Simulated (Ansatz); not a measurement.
# ZnAg: one contact scaled

The task here is to estimate one member of a computed series from the others.

Computed with Ansatz 0.2.0 (DFT PBEsol, with the methods named in each step, unless a step's input says otherwise).

## Starting point

Symmetry: Pm-3m, No. 221, cubic system. Conventional cell: a = 3.156 Å, b = 3.156 Å, c = 3.156 Å, α = 90.00°, β = 90.00°, γ = 90.00°. Zn (site symmetry m-3m) has 8 Ag at 2.73 Å in its first shell of neighbours. Ag (site symmetry m-3m) is surrounded by 8 Zn at 2.73 Å.

Structure file:

```cif
data_structure
_symmetry_space_group_name_H-M 'Pm-3m'
_symmetry_Int_Tables_number 221
_cell_length_a 3.1560
_cell_length_b 3.1560
_cell_length_c 3.1560
_cell_angle_alpha 90.000
_cell_angle_beta 90.000
_cell_angle_gamma 90.000
_cell_volume 31.43
loop_
_atom_site_label
_atom_site_type_symbol
_atom_site_symmetry_multiplicity
_atom_site_Wyckoff_symbol
_atom_site_fract_x
_atom_site_fract_y
_atom_site_fract_z
_atom_site_occupancy
Zn1 Zn 1 b 0.50000 0.50000 0.50000 1
Ag1 Ag 1 a 0.00000 0.00000 0.00000 1
```

The file gives the conventional cell by its symmetry; the runs use the cell typed in the input.

Atoms are numbered in the order of the input: Zn1, Ag2.

Set-up of the first run:

File input.yaml:

```yaml
crystal:
  lattice:
    - [3.156, 0.0, 0.0]
    - [0.0, 3.156, 0.0]
    - [0.0, 0.0, 3.156]
  atoms:
    - { symbol: Zn, position: [0.5, 0.5, 0.5] }
    - { symbol: Ag, position: [0.0, 0.0, 0.0] }
kpoints:
  mp_grid: { grid: [10, 10, 10] }
scf:
  occupations: { method: fermi_dirac, width: 0.05 }
hamiltonian:
  xc: pbesol
  pseudopotentials: { kind: paw }
output:
  forces: true
  stress: true
  eigenvalues: true
  populations: true
```

Launch:

```console
> ansatz run input.yaml --threads 1 --pin off --max-ram 2048MiB --backend cpu --events-out ev --progress --plain --runs-dir out
```

Steps of the session up to this table: Shortest bond scaled by 1, PAW; Shortest bond scaled by 0.88, PAW; Shortest bond scaled by 0.82, PAW; Shortest bond scaled by 0.76, PAW; Shortest bond scaled by 0.58, PAW; Shortest bond scaled by 0.58, PAW (level accurate).

One of the session's tables, all rows but one given; the rest of the session is left out.

| method | length (Å) | F from the given length (eV/cell) | force along the bond (eV/Å) | pressure (GPa) | largest force (eV/Å) |
| --- | --- | --- | --- | --- | --- |
| PAW | 1.585 | ? | ? | ? | ? |
| PAW | 2.077 | 1.311 | 6.398 | 20.08 | 6.398 |
| PAW | 2.241 | 0.562 | 3.111 | 7.82 | 3.111 |
| PAW | 2.405 | 0.204 | 1.446 | 0.88 | 1.446 |
| PAW | 2.733 | 0.000 | 0.000 | -3.85 | 0.000 |
| PAW (level accurate) | 1.585 | – | 50.008 | 137.92 | 50.008 |

Estimate the missing values for PAW, 1.585.

**Answer.** F from the given length (eV/cell): 11.764; force along the bond (eV/Å): 49.306; pressure (GPa): 136.00; largest force (eV/Å): 49.306.
